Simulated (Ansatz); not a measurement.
Consider a test of the smearing width of NaAlO3, space group Pm-3m (Ansatz 0.2.0, Python API).

Script `smear_naalo3.py`:
```python
# -*- coding: utf-8 -*-
"""Smearing width test for NaAlO3."""

import csv

import ansatz as az
import numpy as np

XC = "lda"
ECUT = 470
MESH = (6, 6, 6)
TOLERANCE = 1e-08

vectors = np.array([
    [3.75438, 0.0, 0.0],
    [0.0, 3.75438, 0.0],
    [0.0, 0.0, 3.75438],
])
system = (
    az.Lattice.of(vectors)
    .atom("Na", (0.0, 0.0, 0.0))
    .atom("Al", (0.5, 0.5, 0.5))
    .atom("O", (0.5, 0.5, 0.0))
    .atom("O", (0.5, 0.0, 0.5))
    .atom("O", (0.0, 0.5, 0.5))
)

setup = (
    system.calculation()
    .functional(XC)
    .basis(ECUT)
    .kpoints(*MESH)
    .scf(tolerance=TOLERANCE)
)

rows = []
for value in [0.3, 0.2, 0.1, 0.05]:
    report = setup.occupations("gaussian", width=value).run().report
    rows.append((value, report["free_energy_ev"] / len(report["lattice"]["sites"]), report["n_iterations"], report["n_kpoints"]))

with open("smear.csv", "w", newline="") as handle:
    writer = csv.writer(handle)
    writer.writerow(["width (eV)", "F/atom (eV)", "iterations", "k-points"])
    writer.writerows([round(v, 5) if isinstance(v, float) else v for v in row] for row in rows)

# differences from the last row
for row in rows[:-1]:
    shift = 1000 * (row[1] - rows[-1][1])
    print(f"{row[0]}: {shift:+.2f} meV/atom" + ("  (within 1 meV)" if abs(shift) < 1 else ""))
```

How much does the free energy per atom change between the narrowest and the widest smearing, and why?

Going from 0.05 to 0.3 eV changes F by -23.3 meV an atom. The report's estimate for zero width moves by -4.8 meV, so the entropy term explains only part of the change.

The output:

`python smear_naalo3.py` gives:
```text
0.3: -23.35 meV/atom
0.2: -11.98 meV/atom
0.1: -3.27 meV/atom
```

It writes `smear.csv`:
```csv
width (eV),F/atom (eV),iterations,k-points
0.3,-729.27335,7,20
0.2,-729.26198,7,20
0.1,-729.25327,8,20
0.05,-729.25,8,20
```

Notes:
- For a metal this k-point mesh is coarse: on a finer one energies can move by several to tens of meV an atom and pressures by half a GPa or more, differences at one mesh by less.
- The free energy holds a sizeable smearing term, which stands for no physical temperature.
- The narrowest width needs the finest mesh, so the last row is no converged reference.
- The structure comes from a database of computed cells and needn't be a stable or known phase.
- Wall time of the script: 5.1 s on 1 thread of Arm Neoverse V2, with other jobs on the host, peak memory 0.35 GiB.

(A comment or docstring line of the script was reworded after the run, the code is as it ran; lines on the test bed's own set-up are left out of the output.)
